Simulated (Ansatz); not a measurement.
# Ca27SbO26 (Lime): the cost of one run

Method: DFT, PBE, plane-wave PAW, default files, scalar-relativistic, as far as a step names no other, in Ansatz 0.2.0.

### 1 The starting structure

The structure is cubic, space group Fm-3m (No. 225). The conventional cell has a = 14.439 Å, b = 14.439 Å, c = 14.439 Å, α = 90.00°, β = 90.00°, γ = 90.00°. Around Ca (site symmetry 3m) lie 6 O at 2.41 Å. Ca (site symmetry 4mm) is surrounded by 5 O at 2.41 Å and 1 Sb at 2.41 Å. Ca (site symmetry mm2) has 6 O at 2.41 Å as nearest neighbours. Ca (site symmetry m-3m) has 6 O at 2.41 Å as nearest neighbours. Sb (site symmetry m-3m) is surrounded by 6 Ca at 2.41 Å. Around O (site symmetry mm2) lie 6 Ca at 2.41 Å. O (site symmetry 3m) has 6 Ca at 2.41 Å as nearest neighbours. O (site symmetry 4mm) is surrounded by 6 Ca at 2.41 Å.

Structure file:

```xyz
54
Lattice="0.0000 7.2195 7.2195 7.2195 0.0000 7.2195 7.2195 7.2195 0.0000" Properties=species:S:1:pos:R:3 pbc="T T T"
Ca    0.0000    0.0000    0.0000
Ca    2.4065    2.4065    0.0000
Ca    4.8130    4.8130    0.0000
Ca    2.4065    0.0000    2.4065
Ca    4.8130    2.4065    2.4065
Ca    7.2195    4.8130    2.4065
Ca    4.8130    0.0000    4.8130
Ca    7.2195    2.4065    4.8130
Ca    9.6260    4.8130    4.8130
Ca    0.0000    2.4065    2.4065
Ca    2.4065    4.8130    2.4065
Ca    4.8130    7.2195    2.4065
Ca    2.4065    2.4065    4.8130
Ca    4.8130    4.8130    4.8130
Ca    7.2195    7.2195    4.8130
Ca    4.8130    2.4065    7.2195
Ca    7.2195    4.8130    7.2195
Ca    9.6260    7.2195    7.2195
Ca    0.0000    4.8130    4.8130
Ca    2.4065    7.2195    4.8130
Ca    4.8130    9.6260    4.8130
Ca    2.4065    4.8130    7.2195
Ca    4.8130    7.2195    7.2195
Ca    7.2195    9.6260    7.2195
Ca    4.8130    4.8130    9.6260
Ca    7.2195    7.2195    9.6260
Ca    9.6260    9.6260    9.6260
Sb    2.4065    2.4065    2.4065
O     4.8130    4.8130    2.4065
O     7.2195    7.2195    2.4065
O     4.8130    2.4065    4.8130
O     7.2195    4.8130    4.8130
O     9.6260    7.2195    4.8130
O     7.2195    2.4065    7.2195
O     9.6260    4.8130    7.2195
O    12.0325    7.2195    7.2195
O     2.4065    4.8130    4.8130
O     4.8130    7.2195    4.8130
O     7.2195    9.6260    4.8130
O     4.8130    4.8130    7.2195
O     7.2195    7.2195    7.2195
O     9.6260    9.6260    7.2195
O     7.2195    4.8130    9.6260
O     9.6260    7.2195    9.6260
O    12.0325    9.6260    9.6260
O     2.4065    7.2195    7.2195
O     4.8130    9.6260    7.2195
O     7.2195   12.0325    7.2195
O     4.8130    7.2195    9.6260
O     7.2195    9.6260    9.6260
O     9.6260   12.0325    9.6260
O     7.2195    7.2195   12.0325
O     9.6260    9.6260   12.0325
O    12.0325   12.0325   12.0325
```

Atom 28 of the input is the impurity.

### 2 Gradients at the starting positions

Input file input.yaml:

```yaml
crystal:
  lattice:
    - [0.0, 7.2195, 7.2195]
    - [7.2195, 0.0, 7.2195]
    - [7.2195, 7.2195, 0.0]
  atoms:
    - { symbol: Ca, position: [0.0, 0.0, 0.0] }
    - { symbol: Ca, position: [0.0, 0.0, 0.3333333333] }
    - { symbol: Ca, position: [0.0, 0.0, 0.6666666667] }
    - { symbol: Ca, position: [0.0, 0.3333333333, 0.0] }
    - { symbol: Ca, position: [0.0, 0.3333333333, 0.3333333333] }
    - { symbol: Ca, position: [0.0, 0.3333333333, 0.6666666667] }
    - { symbol: Ca, position: [0.0, 0.6666666667, 0.0] }
    - { symbol: Ca, position: [0.0, 0.6666666667, 0.3333333333] }
    - { symbol: Ca, position: [0.0, 0.6666666667, 0.6666666667] }
    - { symbol: Ca, position: [0.3333333333, 0.0, 0.0] }
    - { symbol: Ca, position: [0.3333333333, 0.0, 0.3333333333] }
    - { symbol: Ca, position: [0.3333333333, 0.0, 0.6666666667] }
    - { symbol: Ca, position: [0.3333333333, 0.3333333333, 0.0] }
    - { symbol: Ca, position: [0.3333333333, 0.3333333333, 0.3333333333] }
    - { symbol: Ca, position: [0.3333333333, 0.3333333333, 0.6666666667] }
    - { symbol: Ca, position: [0.3333333333, 0.6666666667, 0.0] }
    - { symbol: Ca, position: [0.3333333333, 0.6666666667, 0.3333333333] }
    - { symbol: Ca, position: [0.3333333333, 0.6666666667, 0.6666666667] }
    - { symbol: Ca, position: [0.6666666667, 0.0, 0.0] }
    - { symbol: Ca, position: [0.6666666667, 0.0, 0.3333333333] }
    - { symbol: Ca, position: [0.6666666667, 0.0, 0.6666666667] }
    - { symbol: Ca, position: [0.6666666667, 0.3333333333, 0.0] }
    - { symbol: Ca, position: [0.6666666667, 0.3333333333, 0.3333333333] }
    - { symbol: Ca, position: [0.6666666667, 0.3333333333, 0.6666666667] }
    - { symbol: Ca, position: [0.6666666667, 0.6666666667, 0.0] }
    - { symbol: Ca, position: [0.6666666667, 0.6666666667, 0.3333333333] }
    - { symbol: Ca, position: [0.6666666667, 0.6666666667, 0.6666666667] }
    - { symbol: Sb, position: [0.1666666667, 0.1666666667, 0.1666666667], spin: 1.0 }
    - { symbol: O, position: [0.1666666667, 0.1666666667, 0.5] }
    - { symbol: O, position: [0.1666666667, 0.1666666667, 0.8333333333] }
    - { symbol: O, position: [0.1666666667, 0.5, 0.1666666667] }
    - { symbol: O, position: [0.1666666667, 0.5, 0.5] }
    - { symbol: O, position: [0.1666666667, 0.5, 0.8333333333] }
    - { symbol: O, position: [0.1666666667, 0.8333333333, 0.1666666667] }
    - { symbol: O, position: [0.1666666667, 0.8333333333, 0.5] }
    - { symbol: O, position: [0.1666666667, 0.8333333333, 0.8333333333] }
    - { symbol: O, position: [0.5, 0.1666666667, 0.1666666667] }
    - { symbol: O, position: [0.5, 0.1666666667, 0.5] }
    - { symbol: O, position: [0.5, 0.1666666667, 0.8333333333] }
    - { symbol: O, position: [0.5, 0.5, 0.1666666667] }
    - { symbol: O, position: [0.5, 0.5, 0.5] }
    - { symbol: O, position: [0.5, 0.5, 0.8333333333] }
    - { symbol: O, position: [0.5, 0.8333333333, 0.1666666667] }
    - { symbol: O, position: [0.5, 0.8333333333, 0.5] }
    - { symbol: O, position: [0.5, 0.8333333333, 0.8333333333] }
    - { symbol: O, position: [0.8333333333, 0.1666666667, 0.1666666667] }
    - { symbol: O, position: [0.8333333333, 0.1666666667, 0.5] }
    - { symbol: O, position: [0.8333333333, 0.1666666667, 0.8333333333] }
    - { symbol: O, position: [0.8333333333, 0.5, 0.1666666667] }
    - { symbol: O, position: [0.8333333333, 0.5, 0.5] }
    - { symbol: O, position: [0.8333333333, 0.5, 0.8333333333] }
    - { symbol: O, position: [0.8333333333, 0.8333333333, 0.1666666667] }
    - { symbol: O, position: [0.8333333333, 0.8333333333, 0.5] }
    - { symbol: O, position: [0.8333333333, 0.8333333333, 0.8333333333] }
magnetization:
  spin_polarized: true
kpoints:
  mp_grid: { grid: [2, 2, 2] }
scf:
  occupations: { method: fermi_dirac, width: 0.01 }
hamiltonian:
  xc: pbe
  pseudopotentials: { kind: paw }
output:
  forces: true
  stress: true
  populations: true
  efg:
    quadrupole_moments_barn: { Ca: -0.0408, Sb: -0.543, O: -0.02558 }
    contact_densities: true
```

Launch:

```
$ ansatz run input.yaml --threads 4 --pin off --max-ram 8192MiB --backend cpu --events-out ev --progress --plain --runs-dir out
```

What time and memory should one allow on 4 threads of Arm Neoverse V1, shared host?

About 66 s, with a peak of 3.6 GiB.
